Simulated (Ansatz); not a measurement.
**BrH6HfN3: small, medium and large basis sets**

An exercise on one series of results from a longer session: the logs are not shown, and one member is left open.

The runs use Ansatz 0.2.0, Gaussian basis; one geometry, several basis sets.

The runs, in order: PBE0-D4/def2-SVP; ωB97M-V/def2-SVP; PBE0-D4/def2-QZVPP; ωB97M-V/def2-QZVPP; the functionals' def2-TZVPP values are taken from earlier runs.

## The geometry

An earlier PBE0-D4 in a triple-zeta def2 set relaxation fixed the geometry. Hf takes the def2 core potential; no spin-orbit term is included.

SMILES `[NH2][Hf]([NH2])([NH2])[Br]`, 11 atoms, charge 0, spin multiplicity 1.

Atoms are counted from 1 here; the program's logs count them from 0.

Bond lengths: N1–Hf2 2.025 Å, N1–H6 1.011 Å, N1–H7 1.010 Å, Hf2–N3 2.025 Å, Hf2–N4 2.025 Å, Hf2–Br5 2.549 Å, N3–H8 1.011 Å, N3–H9 1.010 Å, N4–H10 1.011 Å, N4–H11 1.010 Å. Angles: Hf2–N1–H6 124.7°, Hf2–N1–H7 126.2°, H6–N1–H7 108.9°, N1–Hf2–N3 106.8°, N1–Hf2–N4 106.8°, N1–Hf2–Br5 112.1°, N3–Hf2–N4 106.8°, N3–Hf2–Br5 112.0°, N4–Hf2–Br5 112.0°, Hf2–N3–H8 124.7°, Hf2–N3–H9 126.2°, H8–N3–H9 108.9°, Hf2–N4–H10 124.7°, Hf2–N4–H11 126.2°, H10–N4–H11 108.9°.

Set-up of the first run:

The input, in.yaml:

```yaml
crystal:
  periodic: [false, false, false]
  atoms:
    - {symbol: N, position_ang: [-1.512686, 1.085147, 0.357104]}
    - {symbol: Hf, position_ang: [-0.036704, -0.010757, -0.491000]}
    - {symbol: N, position_ang: [1.716264, 0.795159, 0.122443]}
    - {symbol: N, position_ang: [-0.144273, -1.863022, 0.319092]}
    - {symbol: Br, position_ang: [-0.225309, -0.066137, -3.032824]}
    - {symbol: H, position_ang: [-1.801221, 2.002861, 0.044812]}
    - {symbol: H, position_ang: [-2.125087, 0.785279, 1.101646]}
    - {symbol: H, position_ang: [2.623721, 0.556478, -0.255084]}
    - {symbol: H, position_ang: [1.826508, 1.543553, 0.791051]}
    - {symbol: H, position_ang: [-0.832475, -2.561391, 0.070807]}
    - {symbol: H, position_ang: [0.511261, -2.267181, 0.971952]}
basis:
  gaussian: {orbitals: def2-SVP}
hamiltonian: {xc: pbe0, dispersion: d4}
output: {orbitals: {seedname: orbitals}}
```

On the command line:

```
$ ansatz run in.yaml --threads 4 --pin off --events-out ev --progress --plain --max-ram 11315MiB
```

Among the steps run: PBE0-D4 in def2-SVP; ωB97M-V in def2-SVP; PBE0-D4 in def2-QZVPP; ωB97M-V in def2-QZVPP.

One of the session's tables, all rows but one given; the rest of the session is left out.

It belongs to the step «Density functionals: the series». 

```
functional       basis  HOMO (eV)  LUMO (eV)
   PBE0-D4    def2-SVP      -7.28       0.02
   PBE0-D4  def2-TZVPP      -7.40      -0.10
   PBE0-D4  def2-QZVPP          ?          ?
   ωB97M-V    def2-SVP      -9.67       1.36
   ωB97M-V  def2-TZVPP      -9.81       1.10
   ωB97M-V  def2-QZVPP      -9.86       0.49
```

Q: Estimate the row for PBE0-D4, def2-QZVPP from the others.

As computed: HOMO (eV): -7.46; LUMO (eV): -0.40. In the column «HOMO (eV)» it lies between ωB97M-V, def2-SVP (-9.67) and PBE0-D4, def2-TZVPP (-7.40).
